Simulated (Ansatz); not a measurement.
What does this script print? It uses Ansatz's Python interface.

Input file `tc3mo_tc3mo.cif`:
```cif
data_Tc3Mo
_cell_length_a 3.914319
_cell_length_b 3.914319
_cell_length_c 3.914319
_cell_angle_alpha 90.00000
_cell_angle_beta 90.00000
_cell_angle_gamma 90.00000
_symmetry_space_group_name_H-M 'P 1'
_symmetry_Int_Tables_number 1
loop_
_symmetry_equiv_pos_as_xyz
'x, y, z'
loop_
_atom_site_label
_atom_site_type_symbol
_atom_site_fract_x
_atom_site_fract_y
_atom_site_fract_z
Tc1 Tc    0.000000    0.500000    0.500000
Tc2 Tc    0.500000    0.000000    0.500000
Tc3 Tc    0.500000    0.500000    0.000000
Mo4 Mo    0.000000    0.000000    0.000000
```

The script reads `tc3mo_tc.cif`:
```cif
data_Tc
_cell_length_a 2.740000
_cell_length_b 2.740000
_cell_length_c 4.398000
_cell_angle_alpha 90.00000
_cell_angle_beta 90.00000
_cell_angle_gamma 120.00000
_symmetry_space_group_name_H-M 'P 1'
_symmetry_Int_Tables_number 1
loop_
_symmetry_equiv_pos_as_xyz
'x, y, z'
loop_
_atom_site_label
_atom_site_type_symbol
_atom_site_fract_x
_atom_site_fract_y
_atom_site_fract_z
Tc1 Tc    0.333333    0.666667    0.250000
Tc2 Tc    0.666667    0.333333    0.750000
```

Contents of `tc3mo_mo.xyz`:
```text
1
Lattice="-1.573415 1.573415 1.573415 1.573415 -1.573415 1.573415 1.573415 1.573415 -1.573415" Properties=species:S:1:pos:R:3 pbc="T T T"
Mo    0.00000000    0.00000000    0.00000000
```

Script `formation_tc3mo.py`:
```python
'''Heat of formation of Tc3Mo at zero temperature, after relaxing cells and atoms.'''

from collections import Counter
import warnings

import ansatz as az
from ase.io import read
import numpy as np


def ground_state(name, crystal):
    calc = (
        crystal.calculation()
        .basis(650)  # plane waves up to this kinetic energy
        .functional('r2scan', dispersion='d3bjatm')
        .kpoints(spacing=0.33)  # the mesh must be finer for metals
        .occupations('gaussian', width=0.1)  # fractional filling near the Fermi level
        .stress()  # positive in compression
    )
    calc = calc.relax(force_tolerance=0.02, max_steps=60, cell=True)
    return calc.run()


def counts(outcome):
    return Counter(site.symbol for site in outcome.lattice.sites)

def formation_energy(outcome, mu):
    n = counts(outcome)
    return (outcome.report['energy_sigma0_ev'] - sum(k * mu[element] for element, k in n.items())) / sum(n.values())


def volume_per_atom(outcome):
    return abs(np.linalg.det(outcome.lattice.cell_ang)) / len(outcome.lattice.sites)

warnings.simplefilter('ignore')

phases = {}
atoms = read('tc3mo_tc3mo.cif')
tc3mo = az.Crystal.from_ase(atoms)
phases['Tc3Mo'] = tc3mo
atoms = read('tc3mo_tc.cif')
tc = az.Crystal.from_ase(atoms)
phases['Tc'] = tc
mo = az.Crystal.from_extxyz('tc3mo_mo.xyz')
phases['Mo'] = mo

done = {}
for name, crystal in phases.items():
    done[name] = ground_state(name, crystal)
    print(f'{name}: {done[name].report["energy_sigma0_ev"]:.4f} eV, {len(done[name].lattice.sites)} atoms')

# energy of one atom in its reference phase
references = {'Tc': 'Tc', 'Mo': 'Mo'}
mu = {element: done[name].report['energy_sigma0_ev'] / len(done[name].lattice.sites) for element, name in references.items()}

target = done['Tc3Mo']
heat = formation_energy(target, mu)
rows = [(name, len(o.lattice.sites), volume_per_atom(o), formation_energy(o, mu)) for name, o in done.items()]
print('     phase       atoms  V (A^3/atom)  E_form (eV/atom)')
for row in rows:
    print(f'{str(row[0]):>10}  {row[1]:10d}  {row[2]:12.3f}  {row[3]:16.4f}')
```

```console
$ python formation_tc3mo.py
Tc3Mo: -21196.7507 eV, 4 atoms
Tc: -10819.6561 eV, 2 atoms
Mo: -4967.8768 eV, 1 atoms
     phase       atoms  V (A^3/atom)  E_form (eV/atom)
     Tc3Mo           4        14.532            0.1526
        Tc           2        14.136            0.0000
        Mo           1        15.497            0.0000
```

Reading the output:
- Absolute energies stand on the zero of these potentials, so only differences at equal settings mean something.
- Dispersion corrections can be off by several per cent in the lattices of metals, and by several GPa in the pressure at a fixed cell.
- The cells come from databases of deposited and of computed structures, and not all need be stable phases.
- The compound is the structure given, not necessarily its lowest; energies are at zero temperature, with no correction for gases. A semilocal functional's error on such energies is often 0.05 to 0.1 eV an atom, and 0.1 to 0.3 eV against gases such as O2 or F2.
- Timing: 50 s on 1 thread of Arm Neoverse V2 (shared host), peak memory 0.68 GiB.
